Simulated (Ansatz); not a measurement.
# Ge: the cost of one run

Program: Ansatz 0.2.0. Level of theory: DFT PBE, scalar-relativistic, plane waves, PAW. These are calculated values, not measurements.

## Step 1: Starting point

The cell holds 14 atoms (Ge14): a = 6.680 Å, b = 7.035 Å, c = 6.879 Å, α = 92.79°, β = 92.55°, γ = 89.61°.

It is the last frame of an earlier stage of the same melt, run at 2160 K.

Coordinates:

```
Ge
1.0
     6.67845    0.02162   -0.15030
     0.02162    7.03262   -0.16915
    -0.15030   -0.16915    6.87530
Ge
14
Direct
  0.17812 0.84762 0.74763
  0.51470 0.23555 0.79357
  0.77326 0.86135 0.76991
  0.93192 0.15163 0.45149
  0.35346 0.05996 0.08534
  0.91482 0.19309 0.91829
  0.11518 0.48463 0.71982
  0.93937 0.52873 0.32994
  0.53774 0.58191 0.72673
  0.15336 0.37799 0.07377
  0.27801 0.09446 0.52899
  0.52826 0.81345 0.35895
  0.53886 0.39187 0.39435
  0.86347 0.81924 0.13662
```

## Step 2: Stage at 1200 K

One k point, a Fermi-Dirac width of 0.103 eV and a fixed cell.

File input.yaml:

```yaml
crystal:
  lattice:
    - [6.678448, 0.021625, -0.150305]
    - [0.021625, 7.032622, -0.169154]
    - [-0.150305, -0.169154, 6.875297]
  atoms:
    - { symbol: Ge, position: [0.1781168744, 0.8476163211, 0.7476258584] }
    - { symbol: Ge, position: [0.5146957691, 0.235553047, 0.7935693069] }
    - { symbol: Ge, position: [0.7732648192, 0.8613477659, 0.7699139544] }
    - { symbol: Ge, position: [0.9319217878, 0.1516266499, 0.4514885984] }
    - { symbol: Ge, position: [0.3534593038, 0.0599581872, 0.0853409347] }
    - { symbol: Ge, position: [0.9148170851, 0.1930919643, 0.9182923138] }
    - { symbol: Ge, position: [0.1151792092, 0.4846297807, 0.7198213045] }
    - { symbol: Ge, position: [0.9393651739, 0.528732574, 0.3299417167] }
    - { symbol: Ge, position: [0.5377425767, 0.5819101351, 0.7267280001] }
    - { symbol: Ge, position: [0.1533618307, 0.3779942181, 0.0737732622] }
    - { symbol: Ge, position: [0.2780086847, 0.0944605056, 0.5289920512] }
    - { symbol: Ge, position: [0.5282629507, 0.813453323, 0.3589512359] }
    - { symbol: Ge, position: [0.5388570301, 0.3918719423, 0.3943520461] }
    - { symbol: Ge, position: [0.8634665059, 0.8192412695, 0.1366197272] }
  symmetry: { detect: false }
basis:
  ecutwfc: 420
  xc_grid: 1
kpoints:
  mp_grid: { grid: [1, 1, 1], shift: [0.25, 0.25, 0.25] }
hamiltonian:
  xc: pbe
scf:
  occupations: { method: fermi_dirac, width: 0.1034 }
  lower_state_search: "off"
  convergence: { dr2_threshold: 1.0e-05 }
output:
  forces: true
  stress: true
md:
  timestep: 3.0
  n_steps: 106
  ensemble: nvt_langevin
  friction: 0.015
  temperature: 1200.0
  initial_velocities: maxwell_boltzmann
  seed: 6092
```

Launch:

```sh
$ ansatz run input.yaml --threads 2 --pin off --max-ram 5120MiB --backend cpu --events-out ev --progress --plain --runs-dir out
```

What time and memory should one allow on 2 threads of Intel Xeon at 2.50GHz (Skylake/Cascade Lake), shared host?

About 6.6 min, with a peak of 0.54 GiB.
